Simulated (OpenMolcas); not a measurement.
# Cu2H2 ((CuH)2 ring) at 4 levels

We compute a comparison of 4 runs (B3LYP/6-31G*, BLYP/def2-SVP, PBE0/def2-SVP, r2SCAN/def2-TZVP) of Cu2H2 ((CuH)2 ring). 

The results are computed with OpenMolcas 26.06.

10 further runs of the same task are left out: 6 that didn't finish, 4 set aside as unsound or not needed.

## Step 1: The structure to begin with

Cu2H2: 4 atoms, total charge 0, spin state singlet. The shape comes from GFN1-xTB, which is rough for such elements, and wasn't checked as a minimum.

Bond lengths: Cu1–Cu3 2.237 Å, Cu1–H2 1.714 Å, H2–Cu3 1.718 Å, Cu1–H4 1.718 Å, Cu3–H4 1.714 Å. Angles: Cu1–H2–Cu3 81.3°, Cu1–H4–Cu3 81.3°, Cu1–Cu3–H2 49.3°, Cu1–Cu3–H4 49.4°, Cu3–Cu1–H4 49.3°, H2–Cu1–Cu3 49.4°, H2–Cu3–H4 98.7°, H2–Cu1–H4 98.7°.

## Step 2: Energy and forces at B3LYP/6-31G(d) (spherical functions) (run 1)

Input file run.input:

```
&GATEWAY
BasLib=$CurrDir
Coord
4
bohr
Cu    -1.52912859    -0.10947183     1.45431433
H      0.86549457     2.03814521     1.07104008
Cu     1.52748452     0.11085133    -1.45639303
H     -0.86385050    -2.03952471    -1.06896138
Basis=6-31Gs
Group=NoSym
&SEWARD
GridInput
Grid=UltraFine
End of Grid
&SCF
KSDFT=B3LYP
Thresholds=1e-10 1e-07 1e-07 1e-05
PrOrbitals=1
&ALASKA
```

The basis set 6-31G* is read from a file made from the Basis Set Exchange's data (not shown).

On the command line:

```bash
$ export MOLCAS_MEM=1860
$ pymolcas run.input > run.log
```

Log:

```text
--- Start Module: gateway ---
[...]
--- Stop Module: gateway /rc=_RC_ALL_IS_WELL_ ---
[...]
      Basis functions           72
[...]
--- Start Module: scf ---
[...]
       Convergence after  19 Iterations
[...]
::    Total KS-DFT energy                           -3281.6204862079
[...]
      Total spin, S                                     0.0000000000
[...]
      Total electronic charge=   60.000000
      Total            charge=   -0.000000
[...]
      Dipole Moment (debye):
      Origin of the operator (angstrom)=   -0.0004    0.0004   -0.0005
                   X= -1.5497E-03               Y=  1.5439E-03               Z= -2.5570E-03           Total=  3.3650E-03
      Quadrupole Moment (debye*angstrom):
[...]
--- Stop Module: scf /rc=_RC_ALL_IS_WELL_ ---
[...]
--- Start Module: alaska ---
[...]
 *              Molecular gradients               *
 **************************************************
  Irreducible representation: a
 ------------------------------------------------------------------------------------------
                              X                       Y                       Z
 ------------------------------------------------------------------------------------------
  CU1              -3.86195328958649E-02   -2.76364169029808E-03    3.67170311946765E-02
  H2               -4.15078723226214E-04   -1.05359520230497E-03   -5.07089170805219E-04
  CU3               3.85577733289679E-02    2.78792386189108E-03   -3.67872036402730E-02
  H4                4.76838290095927E-04    1.02931303069731E-03    5.77261616298674E-04
 ------------------------------------------------------------------------------------------
--- Stop Module: alaska /rc=_RC_ALL_IS_WELL_ ---
[...]
```

It took 23 s on 1 thread of Arm Neoverse V1, shared host; peak memory 0.59 GiB.

## Step 3: Energy and gradient at BLYP/def2-SVP (run 2)

Input file geom.xyz:

```xyz
4

Cu    -0.809180    -0.057930     0.769590
H      0.458000     1.078540     0.566770
Cu     0.808310     0.058660    -0.770690
H     -0.457130    -1.079270    -0.565670
```

Input file test.inp:

```
>>> EXPORT MOLCAS_PRINT=2

&GATEWAY
 BasLib
 $CurrDir
 Coord
 geom.xyz
 Basis
 def2-SVP
 Group
 NoSym

&SEWARD
 GridInput
 Grid=UltraFine
 End of Grid

&SCF
 KSDFT
 BLYP
 Thresholds
 1e-10 1e-07 1e-07 1e-05
 PrOrbitals
 1 1

&ALASKA
```

The basis set def2-SVP is read from a file made from the Basis Set Exchange's data (not shown).

On the command line:

```bash
$ export MOLCAS_MEM=1860
$ pymolcas test.inp > test.log
```

Log:

```text
--- Start Module: gateway ---
[...]
--- Stop Module: gateway /rc=_RC_ALL_IS_WELL_ ---
[...]
      Basis functions           72
[...]
--- Start Module: scf ---
[...]
       Convergence after  25 Iterations
[...]
::    Total KS-DFT energy                           -3281.8724293138
[...]
      Total spin, S                                     0.0000000000
[...]
      Total electronic charge=   60.000000
      Total            charge=   -0.000000
[...]
      Dipole Moment (debye):
      Origin of the operator (angstrom)=   -0.0004    0.0004   -0.0005
                   X= -2.1022E-03               Y=  1.6449E-03               Z= -2.9212E-03           Total=  3.9571E-03
      Quadrupole Moment (debye*angstrom):
[...]
--- Stop Module: scf /rc=_RC_ALL_IS_WELL_ ---
[...]
--- Start Module: alaska ---
[...]
 *              Molecular gradients               *
 **************************************************
  Irreducible representation: a
 ------------------------------------------------------------------------------------------
                              X                       Y                       Z
 ------------------------------------------------------------------------------------------
  CU1              -8.66248194178354E-03   -6.28435885553724E-04    8.19185312212767E-03
  H2               -5.18416050232418E-03   -1.22938470452554E-02   -6.42894896081980E-03
  CU3               8.61794412576700E-03    6.33823598313654E-04   -8.24772980068644E-03
  H4                5.22869831838246E-03    1.22884593324999E-02    6.48482563943586E-03
 ------------------------------------------------------------------------------------------
--- Stop Module: alaska /rc=_RC_ALL_IS_WELL_ ---
[...]
```

Wall time 21 s (1 thread of Arm Neoverse V1, shared host); peak memory 0.42 GiB.

Run 3 isn't shown in full; the table further down has it.

## Step 4: Energy and forces at r2SCAN/def2-TZVP (run 4)

Input file run.inp:

```
* Cu2H2 Kohn-Sham DFT

&GATEWAY
 BASLIB=$CurrDir
 COORD
 4
 angstrom
 Cu      -0.809180      -0.057930       0.769590
 H        0.458000       1.078540       0.566770
 Cu       0.808310       0.058660      -0.770690
 H       -0.457130      -1.079270      -0.565670
 BASIS=def2-TZVP
 GROUP=NoSym

&SEWARD
 GRIDINPUT
 Grid=UltraFine
 End of Grid

&SCF
 KSDFT=2
 1.0 MGGA_X_R2SCAN
 1.0 MGGA_C_R2SCAN
 THRESHOLDS=1e-10 1e-07 1e-07 1e-05
 PRORBITALS=1 2

&ALASKA
```

The basis set def2-TZVP is read from a file made from the Basis Set Exchange's data (not shown).

On the command line:

```bash
$ export MOLCAS_MEM=1860
$ pymolcas run.inp > run.log
```

Log:

```text
--- Start Module: gateway ---
[...]
--- Stop Module: gateway /rc=_RC_ALL_IS_WELL_ ---
[...]
      Basis functions          102
[...]
--- Start Module: scf ---
[...]
       Convergence after  15 Iterations
[...]
::    Total KS-DFT energy                           -3282.1774907402
[...]
      Total spin, S                                     0.0000000000
[...]
      Total electronic charge=   60.000000
      Total            charge=   -0.000000
[...]
      Dipole Moment (debye):
      Origin of the operator (angstrom)=   -0.0004    0.0004   -0.0005
                   X= -1.7105E-03               Y=  1.4609E-03               Z= -2.7841E-03           Total=  3.5793E-03
      Quadrupole Moment (debye*angstrom):
[...]
--- Stop Module: scf /rc=_RC_ALL_IS_WELL_ ---
[...]
--- Start Module: alaska ---
[...]
 *              Molecular gradients               *
 **************************************************
  Irreducible representation: a
 ------------------------------------------------------------------------------------------
                              X                       Y                       Z
 ------------------------------------------------------------------------------------------
  CU1              -9.56604160014507E-03   -6.43433930022308E-04    9.09263900886970E-03
  H2               -3.01585323520071E-03   -7.10164213758890E-03   -3.66192616879490E-03
  CU3               9.51708649294147E-03    6.51442477606956E-04   -9.15682997560197E-03
  H4                3.06480834240852E-03    7.09363359001181E-03    3.72611713523208E-03
 ------------------------------------------------------------------------------------------
--- Stop Module: alaska /rc=_RC_ALL_IS_WELL_ ---
[...]
```

Wall time 37 s (1 thread of Arm Neoverse V1, shared host); peak memory 0.57 GiB.

## Step 5: The series

```
run                               level   energy (Eh)  dipole moment (D)  HOMO energy (eV)  LUMO energy (eV)  wall time
  1  B3LYP/6-31G* (spherical functions)  -3281.620486               0.00             -4.37             -2.56       23 s
  2                       BLYP/def2-SVP  -3281.872429               0.00             -3.12             -2.89       21 s
  3                       PBE0/def2-SVP  -3281.216232               0.01             -4.51             -1.81       15 s
  4                    r2SCAN/def2-TZVP  -3282.177491               0.00             -4.17             -2.99       37 s
```

## Step 6: Outcome

| quantity | value |
| --- | --- |
| run 4: total energy | -3282.17749 Eh |
| run 4: dipole moment | 0.00 D |
| run 4: HOMO energy | -4.17 eV |
| run 4: LUMO energy | -2.99 eV |
| run 4: HOMO–LUMO gap | 1.17 eV |
| run 4: largest force on an atom | 0.680 eV/Å |

The HOMO–LUMO gap runs from 0.24 eV (BLYP/def2-SVP) to 2.70 eV (PBE0/def2-SVP). Totals of different functionals can't be ranked against each other. All runs together took 96 s, the longest 37 s.
